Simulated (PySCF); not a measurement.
# HgSb+: bond curves at several levels of theory

One table from this session's results is given with a row withheld; the runs are named, their logs left out.

Computed with PySCF 2.14.0. Level: Hg def2-SVP with ECP60, Sb def2-SVP with ECP28, scalar-relativistic core potentials.

Set-up of the first run:

A driver script around PySCF takes these settings:

```json
{
  "atoms": "Hg, Sb",
  "charge": "1",
  "basis": "Hg def2-SVP with ECP60, Sb def2-SVP with ECP28",
  "Hamiltonian": "scalar-relativistic core potentials",
  "basis functions": "58",
  "electrons treated": "42",
  "masses in u": "201.9706, 120.9038",
  "levels": "PBE0, PBE, r²SCAN, r²SCAN0, BHandHLYP, MN15, ωB97X, HF, MP2, SCS-MP2",
  "grid": "80 radial by 434 angular points",
  "occupations": "held fixed by the projection of orbital angular momentum",
  "dissociation limit": "Hg + Sb+, each in its ground configuration",
  "starting distance in angstrom": "2.840",
  "values of 2S to try": "0, 2"
}
```

The run is started by

```console
$ OMP_NUM_THREADS=1 python dia.py task.json out
```

Among the steps run: Input; First curve: PBE0; Other states along the same grid; PBE (GGA); r²SCAN (meta-GGA); r²SCAN0 (hybrid meta-GGA); BHandHLYP (global hybrid GGA); MN15 (hybrid meta-GGA); ωB97X (range-separated hybrid); ROHF.

One of the session's tables, all rows but one given; the rest of the session is left out.

It belongs to the step «The curves together». Energy (eV) from each level's lowest point:

| R (Å) | ROHF | ROHF-MP2 | ROHF-SCS-MP2 | PBE | r²SCAN |
| --- | --- | --- | --- | --- | --- |
| 2.409 | 0.852 | 0.633 | 0.699 | 0.641 | 0.559 |
| 2.521 | 0.413 | 0.265 | 0.310 | 0.274 | 0.218 |
| 2.633 | ? | ? | ? | ? | ? |
| 2.717 | 0.062 | 0.015 | 0.027 | 0.019 | 0.003 |
| 2.801 | 0.012 | 0.000 | 0.000 | 0.000 | 0.000 |
| 2.885 | 0.000 | 0.019 | 0.008 | 0.014 | 0.028 |
| 2.997 | 0.024 | 0.079 | 0.055 | 0.065 | 0.099 |
| 3.137 | 0.094 | 0.187 | 0.148 | 0.162 | 0.215 |
| 3.305 | 0.210 | 0.336 | 0.283 | 0.297 | 0.372 |
| 3.529 | 0.379 | 0.536 | 0.469 | 0.478 | 0.574 |

Estimate the missing values for R (Å) = 2.633.

Worked estimate for «ROHF». A straight line through the neighbours (2.521, 0.413) and (2.717, 0.062) gives 0.413 + (0.062 − 0.413) × (2.633 − 2.521) / (2.717 − 2.521) = 0.212; a parabola fitted to 4 rows on both sides gives 0.154.

The run gave: ROHF: 0.164; ROHF-MP2: 0.077; ROHF-SCS-MP2: 0.102; PBE: 0.084; r²SCAN: 0.051. In «ROHF» the line misses by +0.048 and the parabola by -0.010.
